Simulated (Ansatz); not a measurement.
# C2HBrClF, SMILES FC=C(Cl)Br: harmonic frequencies at the relaxed geometry

Run with Ansatz 0.2.0, Python API.

`freq.py`:
```python
# -*- coding: utf-8 -*-
"""Harmonic frequencies of C2HBrClF at its relaxed geometry."""

import argparse

import ansatz as az
import numpy as np

parser = argparse.ArgumentParser(description="Harmonic frequencies of C2HBrClF at its relaxed geometry.")
parser.add_argument("--basis", required=True, help="basis")
parser.add_argument("--functional", default="b3lyp", help="exchange-correlation functional")
args = parser.parse_args()

system = (
    az.Crystal.molecule()
    .atom("F", [-0.911, 1.2307, 0.9059])
    .atom("C", [-0.4637, 0.0589, 0.5917])
    .atom("C", [0.3165, -0.1477, -0.4596])
    .atom("Cl", [1.0135, -1.7363, -0.7544])
    .atom("Br", [0.8924, 1.1955, -1.6248])
    .atom("H", [-0.8056, -0.6652, 1.295])
)

job = (
    system.calculation()
    .basis(gaussian=args.basis)
    .functional(args.functional)
)
symbols = [site.symbol for site in system.cartesian_sites]
start = np.array([site.position_ang for site in system.cartesian_sites], dtype=float)
rep = job.relax(force_tolerance=0.003, max_steps=100).run(threads=1).report
end = np.array(rep["positions_ang"])

print("final positions (A) and the move of each atom")
for symbol, xyz, old in zip(symbols, end, start):
    print(f"{symbol:2s} {xyz[0]:10.5f} {xyz[1]:10.5f} {xyz[2]:10.5f}   {np.linalg.norm(xyz - old):7.4f}")

# same settings at the minimum
minimum = az.Crystal.molecule()
for symbol, place in zip(symbols, end):
    minimum = minimum.atom(symbol, place.tolist())
vibrating = minimum.calculation()
vibrating = vibrating.basis(gaussian=args.basis)
vibrating = vibrating.functional(args.functional)
vibrating = vibrating.phonons(temperatures=(100, 500, 100))
vib = vibrating.run(threads=1).report["vibrations"]
sums = vib["harmonic_sums"]
modes = [m["omega_inv_cm"] for m in sums["modes_at_gamma"] if m["rigid_motion"] == "no"]
for number, w in enumerate(modes, start=1):
    print(f"mode {number:2d} {w:9.1f} 1/cm {w / 8065.544 * 1000:8.2f} meV")
print("imaginary modes:", sum(w < 0 for w in modes), " zero-point energy:", round(sums["zero_point_energy_ev"], 4), "eV")
print("T (K)   F_vib (eV)   S_vib (meV/K)   C_vib (meV/K)")
for row in zip(sums["temperatures_k"], sums["vibrational_free_energy_ev"], vib["entropy_ev_per_k"], vib["heat_capacity_ev_per_k"]):
    print(f"{row[0]:6.1f} {row[1]:11.4f} {1000 * row[2]:13.4f} {1000 * row[3]:15.4f}")

# all hydrogen replaced by deuterium
heavier = vibrating.phonons(masses={"H": 2.014102}).run(threads=1).report["vibrations"]["harmonic_sums"]
print("deuterated (1/cm):", " ".join(f"{m['omega_inv_cm']:.0f}" for m in heavier["modes_at_gamma"] if m["rigid_motion"] == "no"))
print("zero-point energy falls by", round(sums["zero_point_energy_ev"] - heavier["zero_point_energy_ev"], 4), "eV")
```

```console
$ python freq.py --basis def2-SVP
final positions (A) and the move of each atom
F    -0.94287    1.27386    0.86817    0.0656
C    -0.45418    0.06889    0.59817    0.0152
C     0.35865   -0.16070   -0.43997    0.0483
Cl    0.96836   -1.75149   -0.74783    0.0481
Br    0.88154    1.22105   -1.61548    0.0293
H    -0.76940   -0.71570    1.29074    0.0623
mode  1     170.5 1/cm    21.14 meV
mode  2     231.0 1/cm    28.64 meV
mode  3     270.0 1/cm    33.48 meV
mode  4     430.7 1/cm    53.40 meV
mode  5     455.2 1/cm    56.43 meV
mode  6     563.1 1/cm    69.82 meV
mode  7     837.0 1/cm   103.78 meV
mode  8     929.0 1/cm   115.18 meV
mode  9    1190.1 1/cm   147.55 meV
mode 10    1299.1 1/cm   161.07 meV
mode 11    1714.7 1/cm   212.60 meV
mode 12    3213.7 1/cm   398.44 meV
imaginary modes: 0  zero-point energy: 0.7008 eV
T (K)   F_vib (eV)   S_vib (meV/K)   C_vib (meV/K)
 100.0      0.6995        0.0528          0.1320
 200.0      0.6867        0.2081          0.3270
 300.0      0.6578        0.3685          0.4668
 400.0      0.6133        0.5180          0.5731
 500.0      0.5546        0.6550          0.6544
deuterated (1/cm): 170 230 258 395 452 544 690 913 974 1180 1694 2381
zero-point energy falls by 0.0883 eV
```

The frequencies are harmonic and unscaled, in a modest basis. The result belongs to the one conformer reached from this start, and soft torsions count as harmonic oscillators. b3lyp holds the VWN-RPA fit, as in Gaussian; the form of ORCA and Turbomole is b3lyp5. Wall time of the script: 2.6 min on 1 thread of Intel(R) Xeon(R) Platinum 8488C (Sapphire Rapids), on a shared host, peak memory 0.31 GiB.

(A comment or docstring line of the script was reworded after the run, the code is as it ran; lines on the test bed's own set-up are left out of the output.)
